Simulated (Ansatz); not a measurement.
# Ca3CdF8: the band gap up the ladder of functionals

One table from this session's results is given with a row withheld; the runs are named, their logs left out.

Code: Ansatz 0.2.0. PAW datasets, plane waves. Simulation only: spin-unpolarised, and no claim that this is the phase found in nature.

## The structure to begin with

The cell was relaxed beforehand with r2SCAN.

The symmetry is Cmmm (No. 65, orthorhombic); conventional cell a = 7.679 Å, b = 10.854 Å, c = 3.835 Å, 13.32 Å³ an atom. Near Ca stand 8 F at 2.35–2.36 Å; near F stand 2 Cd at 2.34 Å and 2 Ca at 2.35 Å; near F stand 4 Ca at 2.35 Å; near Ca stand 8 F at 2.35 Å; near F stand 1 Cd at 2.34 Å and 3 Ca at 2.35–2.36 Å.

The structure in full:

Space group Cmmm (No. 65). a = 7.679 Å, b = 10.854 Å, c = 3.835 Å, α = 90.00°, β = 90.00°, γ = 90.00°
```tsv
atom	site	symmetry	x	y	z
Ca	2a	mmm	0.0000	0.0000	0.0000
F	4j	m2m	0.5000	0.1243	0.5000
F	4j	m2m	0.5000	0.3746	0.5000
Ca	4f	..2/m	0.2500	0.7500	0.5000
F	8p	..m	0.7491	0.8752	0.0000
Cd	2b	mmm	0.5000	0.0000	0.0000
```

Set-up of the first run:

File input.yaml:

```yaml
crystal:
  lattice:
    - [3.8394914381, -5.4268056679, 0.0]
    - [3.8394914381, 5.4268056679, 0.0]
    - [0.0, 0.0, 3.8351402926]
  atoms:
    - { symbol: Ca, position: [0.0, 0.0, 0.0] }
    - { symbol: F, position: [0.3756615677, 0.6243384323, 0.5] }
    - { symbol: F, position: [0.125365341, 0.874634659, 0.5] }
    - { symbol: Ca, position: [0.5, 0.0, 0.5] }
    - { symbol: F, position: [0.8738459535, 0.6242918058, 0.0] }
    - { symbol: F, position: [0.6242918058, 0.8738459535, 0.0] }
    - { symbol: Ca, position: [0.0, 0.5, 0.5] }
    - { symbol: F, position: [0.3757081942, 0.1261540465, 0.0] }
    - { symbol: F, position: [0.1261540465, 0.3757081942, 0.0] }
    - { symbol: Cd, position: [0.5, 0.5, 0.0] }
    - { symbol: F, position: [0.874634659, 0.125365341, 0.5] }
    - { symbol: F, position: [0.6243384323, 0.3756615677, 0.5] }
kpoints:
  mp_grid: { grid: [4, 4, 6] }
  band_path:
    path:
      - [[0.0, 0.0, 0.0], [-0.5, 0.5, 0.0], [-0.3751407852406, 0.6248592147594, 0.0]]
      - [[0.3751407852406, 0.3751407852406, 0.0], [0.0, 0.0, 0.0], [0.0, 0.0, 0.5], [0.3751407852406, 0.3751407852406, 0.5]]
      - [[-0.3751407852406, 0.6248592147594, 0.5], [-0.5, 0.5, 0.5], [-0.5, 0.5, 0.0]]
      - [[0.0, 0.0, 0.0], [5.585892874258e-18, 0.5, 0.0], [5.585892874258e-18, 0.5, 0.5], [0.0, 0.0, 0.5], [-0.5, 0.5, 0.5]]
    npoints: 10
hamiltonian:
  xc: pbe
scf:
  occupations: { method: fermi_dirac, width: 0.02 }
  n_extra_bands: 7
output:
  forces: true
  stress: true
  eigenvalues: true
  write_density: true
  write_potential: true
  elf: true
  volumetric_format: npy
```

Steps of the session up to this table: PBE band path; Single point with r2SCAN; HSE06; PBE+SOC; Single point with PBE0.

One table of the session follows, with a row left open; its other results are not shown here.

| level | gap (eV) |
| --- | --- |
| PBE | ? |
| r2SCAN | 6.02 |
| HSE06 | 7.44 |
| PBE+SOC | 5.32 |
| PBE0 | 8.21 |

Q: Estimate the row for PBE from the others.

**Answer.** gap (eV): 5.33. In the column «gap (eV)» it lies between PBE+SOC (5.32) and r2SCAN (6.02).

Meshes: PBE 4×4×6, r2SCAN 4×4×6, HSE06 2×2×4, PBE+SOC 4×4×6, PBE0 2×2×4

PBE+SOC gives the least gap, 5.32 eV, and PBE0 the largest, 8.21 eV. Against HSE06, PBE is short by 2.11 eV, at 72 % of it, and r2SCAN 81 %. PBE0 lies 0.77 eV above HSE06, which differs from it by screening the long-range exchange.

Caveats from the session: Warnings in the runs' records: stress scf threshold loose, stress exchange threshold loose.
